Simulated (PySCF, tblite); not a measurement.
# C6H4N4: geometry, infrared bands and NMR shifts

What infrared bands and NMR shifts should C6H4N4 (`C=Cc1nncc(C#N)n1`) show?

The runs use tblite 0.8.0 and PySCF 2.14.0, with density-fitted response routines of our own; the level of theory stands in each step. All values are computed, except where a source is named. Atoms count from 0, in the outputs and in this text.

**1. The molecule as given**

14 atoms, charge 0, multiplicity 1; geometry from: force field or distance geometry start.

Bonds of the start (Å): C0–C1 1.33, C1–C2 1.47, C2–N3 1.34, N3–N4 1.36, N4–C5 1.35, C5–C6 1.38, C6–C7 1.43, C7–N8 1.16, C6–N9 1.36, N9–C2 1.34, C0–H10 1.09, C0–H11 1.08, C1–H12 1.11, C5–H13 1.09.

**2. Optimising the geometry with GFN2-xTB**

Job settings and geometry (Å):

```
{"job": {"kind": "relax", "xc": "GFN2-xTB", "basis": "xTB"}, "charge": 0, "multiplicity": 1}
C     -1.721700     1.809800     1.207800
C     -1.130800     0.676400     1.561300
C     -0.223900    -0.121800     0.724500
N      0.283100    -1.237200     1.255600
N      1.120200    -2.027000     0.535200
C      1.400800    -1.642200    -0.729400
C      0.856700    -0.485300    -1.238400
C      1.161500    -0.069000    -2.566900
N      1.430000     0.222500    -3.659600
N      0.018000     0.304700    -0.523600
H     -2.382400     2.337300     1.899400
H     -1.599300     2.244500     0.223800
H     -1.291300     0.270500     2.576800
H      2.078400    -2.283600    -1.288800
```

Command:

```console
$ OMP_NUM_THREADS=1 python probes_run.py task.json out
```

One launch serves the whole session: the jobs run in the order shown.

**Question.** This job is followed by: GFN2-xTB harmonic vibrations, gas phase; GIAO PBE0/pcSseg-1 NMR shielding, non-relativistic, gas phase. What will the session give for the following? strongest single infrared mode (GFN2-xTB); zero-point energy (GFN2-xTB); 13C shifts against TMS (PBE0/pcSseg-1); 1H shifts against TMS (PBE0/pcSseg-1); 15N shifts against NH3 (PBE0/pcSseg-1).

**Answer**, as computed:

```
                                 quantity                                         value
strongest single infrared mode (GFN2-xTB)                         2374 cm⁻¹, 105 km/mol
             zero-point energy (GFN2-xTB)                                 57.4 kcal/mol
   13C shifts against TMS (PBE0/pcSseg-1)  167.6, 155.6, 141.5, 140.6, 139.1, 120.6 ppm
    1H shifts against TMS (PBE0/pcSseg-1)                    9.57, 7.72, 7.69, 6.64 ppm
   15N shifts against NH3 (PBE0/pcSseg-1)                501.0, 454.3, 333.4, 316.7 ppm
```

Over 39 steps the energy fell by 0.229 eV; of the close pairs, N3–N4 changed most, 1.358 to 1.295 Å. The lowest mode is imaginary (32i cm⁻¹), so the xTB geometry is not a minimum. The strongest single mode, at 2374 cm⁻¹, moves mainly C7 and N8. GFN2-xTB is a fitted tight-binding method: band positions and strengths are rough. Its intensities can rank the bands wrongly. At PBE0/pcSseg-1: The largest span, 982 ppm, is at N4, where the paramagnetic term is -552 ppm. NICS(1)zz of -23 ppm above the planar ring from C2 marks a diatropic (aromatic) ring current.
